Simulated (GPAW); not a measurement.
# NbTe (P-6m2) in GPAW: notebook

One crystal, NbTe, is run at these levels: PBE, PBE+U; tasks: single point.

All numbers are computed with GPAW 26.7.0; they aren't measurements. Logs are shortened: lines on timing, memory, paths and dates and some standing lists are left out, and cuts for length are marked. The log counts tension as positive stress, the text compression.

### 1 The crystal as given

Symmetry: P-6m2, No. 187, hexagonal system. The conventional cell has a = 3.703 Å, b = 3.703 Å, c = 3.694 Å, α = 90.00°, β = 90.00°, γ = 120.00°. Around Te (site symmetry -6m2) lie 6 Nb at 2.83 Å. Nb (site symmetry -6m2) is surrounded by 6 Te at 2.83 Å.

The cell comes from a database or a generator and needn't be the stable form of this composition.

### 2 Single point, PBE

Contents of run.py:

```python
from ase.dft.bandgap import bandgap
from ase.io import read, write
from ase.units import GPa
from gpaw import GPAW, PW

atoms = read('NbTe.xyz')

calc = GPAW(mode=PW(500),
            xc='PBE',
            kpts={'size': (7, 7, 6), 'gamma': True},
            occupations={'name': 'fermi-dirac', 'width': 0.05},
            nbands=20,
            maxiter=120,
            txt='gpaw.txt')
atoms.calc = calc
energy = atoms.get_potential_energy()
forces = atoms.get_forces()
stress = atoms.get_stress()
calc.write('gs.gpw')
write('result.traj', atoms)
print(f'Energy: {energy:.6f} eV')
print('Forces (eV/A):')
print(forces.round(4))
print('Stress (GPa):', (stress / GPa).round(3))
print('Fermi level:', round(calc.get_fermi_level(), 4), 'eV')
print(f'Gap: {bandgap(calc)[0]:.4f} eV, direct: {bandgap(calc, direct=True)[0]:.4f} eV')
```

Contents of NbTe.xyz:

```xyz
2
Lattice="3.7029743866 0.0000000000 0.0000000000 -1.8514871933 3.2068698884 0.0000000000 0.0000000000 0.0000000000 3.6942110000" Properties=species:S:1:pos:R:3 pbc="T T T"
Te     1.8514871935      1.0689566294      0.0000000000
Nb     0.0000000000      0.0000000000      1.8471055000
```

Potentials or basis: GPAW PAW data sets (gpaw-data 1.2.1), pw.

Launch:

```bash
OMP_NUM_THREADS=1 python run.py
```

gpaw.txt:

```text
__  _  _
 | _ |_)|_||  |
 |__||  | ||/\| - 26.7.0

Input parameters:
  mode=PW(ecut=500.0),
  kpts=MonkhorstPack(size=(7, 7, 6), gamma=True),
  maxiter=120,
  nbands=20,
  occupations=Occupations(name='fermi-dirac', width=0.05),
  xc=XC(name='PBE')

Diagonalizing LCAO Hamiltonian
Converting LCAO to pw mode

       Nb

            Te

Atoms  # Å, Bohr magnetons
|   | symbol |        x |        y |        z |    initial magnetic moments |
|---|--------|----------|----------|----------|-----------------------------|
| 0 |     Te | 1.851487 | 1.068957 | 0.000000 | ( 0.0000,  0.0000,  0.0000) |
| 1 |     Nb | 0.000000 | 0.000000 | 1.847106 | ( 0.0000,  0.0000,  0.0000) |

Unit cell  # Å
| periodic |         x |        y |        z |  lengths |     angles |
|----------|-----------|----------|----------|----------|------------|
|      yes |  3.702974 | 0.000000 | 0.000000 | 3.702974 |  90.000000 |
|      yes | -1.851487 | 3.206870 | 0.000000 | 3.702974 |  90.000000 |
|      yes |  0.000000 | 0.000000 | 3.694211 | 3.694211 | 120.000000 |

Number of symmetries: 12
Symmetry operations  # r_c * U_cc + t_c -> r_c
|    | kind |            matrix            |
|----|------|------------------------------|
|  0 |  σ   |  1, 1, 0,  0,-1, 0,  0, 0, 1 |
|  1 |  C2  |  1, 1, 0,  0,-1, 0,  0, 0,-1 |
|  2 |  E   |  1, 0, 0,  0, 1, 0,  0, 0, 1 |
|  3 |  σ   |  1, 0, 0,  0, 1, 0,  0, 0,-1 |
|  4 |  C3  |  0, 1, 0, -1,-1, 0,  0, 0, 1 |
|  5 |  S3  |  0, 1, 0, -1,-1, 0,  0, 0,-1 |
|  6 |  σ   |  0,-1, 0, -1, 0, 0,  0, 0, 1 |
|  7 |  C2  |  0,-1, 0, -1, 0, 0,  0, 0,-1 |
|  8 |  σ   | -1, 0, 0,  1, 1, 0,  0, 0, 1 |
|  9 |  C2  | -1, 0, 0,  1, 1, 0,  0, 0,-1 |
| 10 |  C3  | -1,-1, 0,  1, 0, 0,  0, 0, 1 |
| 11 |  S3  | -1,-1, 0,  1, 0, 0,  0, 0,-1 |

BZ-sampling:
  Number of BZ points: 294
  Number of IBZ points: 32

  Monkhorst-Pack size: [7, 7, 6]
  Monkhorst-Pack shift: [0.0, 0.0, 0.08333333333333333]

K-points  # in reciprocal-cell coordinates
|     |                                coordinates |     weight |
|-----|--------------------------------------------|------------|
|   0 | (  0.00000000,   0.00000000,   0.00000000) | 0.00340136 |
|   1 | (  0.00000000,   0.00000000,   0.16666667) | 0.00680272 |
|   2 | (  0.00000000,   0.00000000,   0.33333333) | 0.00680272 |
|   3 | (  0.00000000,   0.00000000,   0.50000000) | 0.00340136 |
|   4 | (  0.14285714,   0.00000000,   0.00000000) | 0.02040816 |
|   5 | (  0.14285714,   0.00000000,   0.16666667) | 0.04081633 |
|   6 | (  0.14285714,   0.00000000,   0.33333333) | 0.04081633 |
|   7 | (  0.14285714,   0.00000000,   0.50000000) | 0.02040816 |
|   8 | (  0.28571429,  -0.14285714,   0.00000000) | 0.02040816 |
|   9 | (  0.28571429,  -0.14285714,   0.16666667) | 0.04081633 |
| ... |                                            |            |
|  31 | (  0.42857143,   0.42857143,   0.50000000) | 0.02040816 |

Plane wave coefficients: 1141
Cutoff: 500.0 eV

Spin-components: 1 (collinear spins)
Bands:           20
Projectors:      11
Spin-degeneracy: 2
Datatype:        complex128

Parallelization:
  kpt:    1
  domain: 1
  band:   1

Density:
  Valence electrons: 19.0
  Components: 1
  Grid points: [20 20 20]
  Charge: 0.0  # |e|

Potential:
  Grid points: [20 20 20]

species:
  Te:
    name:    Tellurium
    Z:       52.0
    valence: 6
    core:    46
    charge:  0.0  # [|e|]
    compensation charges:
      type: gauss
      rc: 0.36  # [Å]
      lmax: 2
    cutoffs:
      filter: 2.09  # [Å]
      core: 3.17  # [Å]
    projectors
    | kind |    occ | energy [eV] | rcut [Å] |
    |------|--------|-------------|----------|
    |   5s |  2.000 |     -15.089 |    1.180 |
    |   5p |  4.000 |      -5.955 |    1.196 |
    |    s |        |      12.123 |    1.180 |
    |    p |        |      21.256 |    1.196 |
    |    d |        |       0.000 |    1.238 |

    Using partial waves for Te as LCAO basis

  Nb:
    name:    Niobium
    Z:       41.0
    valence: 13
    core:    28
    charge:  0.0  # [|e|]
    compensation charges:
      type: gauss
      rc: 0.40  # [Å]
      lmax: 2
    cutoffs:
      filter: 2.35  # [Å]
      core: 1.51  # [Å]
    projectors
    | kind |    occ | energy [eV] | rcut [Å] |
    |------|--------|-------------|----------|
    |   4s |  2.000 |     -58.361 |    1.323 |
    |   5s |  1.000 |      -3.980 |    1.323 |
    |   4p |  6.000 |     -34.526 |    1.323 |
    |   5p |  0.000 |      -1.111 |    1.323 |
    |   4d |  4.000 |      -3.041 |    1.244 |
    |    d |        |      24.171 |    1.244 |

    Using partial waves for Nb as LCAO basis

Reference energy: -288696.831223  # eV

eigensolver:
  PPCG
  Converge bands: occupied
  niter=2

density mixing:
  MSR1-Mixer
  Pratt-step length: 0.05
  Maximum mixing coefficient: 0.75
  Old densities: 10
  SVD Regularization: 0.005
  Good broyden scale: 1.0
  Trust region scale: 1.0
  Backstep threshold: 4.0
  History deletion threshold: 6.0
  Fourier metric: weight=20.0, sigma=0.015

occupation numbers:
  Fermi-Dirac:
    width: 0.0500  # eV

poisson solver:
  ecut: 4000.0  # eV

xc functional:
  name: PBE with 2 nearest neighbor stencil

convergence criteria:
- Maximum [total energy] change in last 3 cyles: 0.0005 eV / valence electron
- Maximum integral of absolute [dens]ity change: 0.0001 electrons / valence electron
- Maximum integral of absolute [eigenst]ate change: 4e-08 eV^2 / valence electron
maximum number of iterations: 120

SCF iterations
|iter     | |      energy | eigst |  dens |
|---------|-|-------------|-------|-------|
|iter:   1| |  -14.324574 | +0.11 |       |
|iter:   2| |  -14.209107 | -2.21 | -1.10 |
|iter:   3| |  -13.862918 | -1.56 | -1.14 |
|iter:   4| |  -13.861166 | -3.23 | -1.69 |
|iter:   5| |  -13.860808c| -3.45 | -2.01 |
|iter:   6| |  -13.860831c| -4.68 | -2.61 |
|iter:   7| |  -13.860836c| -6.30 | -3.44 |
|iter:   8| |  -13.860836c| -7.70c| -4.07c|

Converged in 8 steps
Energy contributions relative to reference atoms: (reference = -288696.831223)

Energy contributions:
  Kinetic:           7.644285
  Coulomb:         -10.264613
  Zero:              0.045028
  External:          0.000000
  Xc:              -11.279311
  Entropy:          -0.012450
  Spinorbit:         0.000000
  ----------------------------
  Free energy:     -13.867061
  Extrapolated:    -13.860836

dipole moment: (-3.946740, -13.310627, -15.673511)  # |e|*Ang

Fermi level: 10.852
Eigenvalues  # (at kpt = [0.000, 0.000, 0.000])
| band index |      eig [eV] | occ [0-2] |
|------------|---------------|-----------|
|          0 |       -44.714 |     2.000 |
|          1 |       -20.952 |     2.000 |
|          2 |       -20.750 |     2.000 |
|          3 |       -20.750 |     2.000 |
|          4 |        -3.349 |     2.000 |
|          5 |         7.735 |     2.000 |
[... 9 lines left out ...]
|         15 |        17.998 |     0.000 |
|         16 |        17.998 |     0.000 |
|        ... |               |           |
|         19 |        23.868 |     0.000 |

No gap
No difference between direct/indirect transitions

Forces  # eV/Ang
|        x |       y |       z |
|----------|---------|---------|
| -0.00000 | 0.00000 | 0.00000 |  # Te   0
|  0.00000 | 0.00000 | 0.00000 |  # Nb   1

Stress tensor  # eV/Ang^3
|        x |        y |        z |
|----------|----------|----------|
| 0.009879 | 0.000000 | 0.000000 |
| 0.000000 | 0.009879 | 0.000000 |
| 0.000000 | 0.000000 | 0.009612 |

# Writing to gs.gpw (mode='')
```

It took 7.7 s on 1 thread of Intel Xeon Platinum 8488C (Sapphire Rapids), shared host; peak memory 0.15 GiB.

Results:

* Free energy: -13.8671 eV
* Pressure: -1.6 GPa
* Band gap on the k mesh: none (metal or under the smearing width)

Levels at points of the mesh, in eV from the Fermi level:
```
           k point  band 6  band 7  band 8  band 9  band 10  band 11  band 12  band 13  band 14  band 15
(0.00, 0.00, 0.00)   -3.12   -3.12   -2.96   -2.33     0.17     0.17     2.47     2.47     2.90     6.01
(0.00, 0.00, 0.50)   -7.50   -2.59   -2.59   -0.93    -0.93     0.69     1.68     1.68     5.34     6.13
```

Caveat: the cutoff is short for stress and forces, so pressures can be off by a GPa or more. Spin-orbit coupling is left out, which matters for the levels of Te.

### 3 Single point, PBE+U

run.py: that of step 2 with these lines changed.

```diff
@@ -5,3 +5,3 @@
 
-atoms = read('NbTe.xyz')
+atoms = read('NbTe.cif')
 
@@ -11,3 +11,4 @@
             occupations={'name': 'fermi-dirac', 'width': 0.05},
-            nbands=20,
+            setups={'Nb': '5:d,2.0', 'Te': '16'},
+            nbands=-11,
             maxiter=120,
```

Contents of NbTe.cif:

```cif
data_NbTe
_cell_length_a 3.70297439
_cell_length_b 3.70297439
_cell_length_c 3.69421100
_cell_angle_alpha 90.00000000
_cell_angle_beta 90.00000000
_cell_angle_gamma 120.00000000
_space_group_name_H-M_alt 'P-6m2'
_space_group_name_Hall 'P -6 2'
_space_group_IT_number 187
loop_
_space_group_symop_operation_xyz
'x,y,z'
'-x+y,-x,-z'
'-y,x-y,z'
'x,y,-z'
'-x+y,-x,z'
'-y,x-y,-z'
'-y,-x,-z'
'x,x-y,z'
'-x+y,y,-z'
'-y,-x,z'
'x,x-y,-z'
'-x+y,y,z'
loop_
_atom_site_label
_atom_site_type_symbol
_atom_site_symmetry_multiplicity
_atom_site_Wyckoff_symbol
_atom_site_fract_x
_atom_site_fract_y
_atom_site_fract_z
_atom_site_occupancy
Te1 Te 1 e 0.6666666667 0.3333333333 0.0000000000 1
Nb1 Nb 1 b 0.0000000000 0.0000000000 0.5000000000 1
```

Potentials or basis: GPAW PAW data sets (gpaw-data 1.2.1), other valence, pw.

Launch:

```bash
OMP_NUM_THREADS=1 python run.py
```

Wall time 14 s (1 thread of Intel Xeon Platinum 8259CL at 2.50GHz (Skylake/Cascade Lake), shared host); peak memory 0.15 GiB.

The run converged. Its results:

| Item | Value |
| --- | --- |
| Free energy | -11.2534 eV |
| Pressure | -0.3 GPa |
| Band gap on the k mesh | none (metal or under the smearing width) |

Stress tensor (GPa, compression positive):
```
-0.45  0.00  0.00
 0.00 -0.45  0.00
 0.00  0.00  0.03
```

Levels at points of the mesh, in eV from the Fermi level:
| k point | band 8 | band 9 | band 10 | band 11 | band 12 | band 13 | band 14 | band 15 |
| --- | --- | --- | --- | --- | --- | --- | --- | --- |
| (0.00, 0.00, 0.00) | -3.03 | -2.81 | -2.27 | 0.16 | 0.16 | 2.51 | 2.51 | 2.93 |
| (0.00, 0.00, 0.50) | -2.57 | -2.57 | -0.92 | -0.92 | 1.01 | 1.66 | 1.66 | 5.22 |

Caveat: the cutoff is short for stress and forces, so pressures can be off by a GPa or more; U without spin polarisation on a metal has little footing; the U is typed as a test and isn't derived for this compound. The run has no spin-orbit coupling, so splittings on Te are missing.
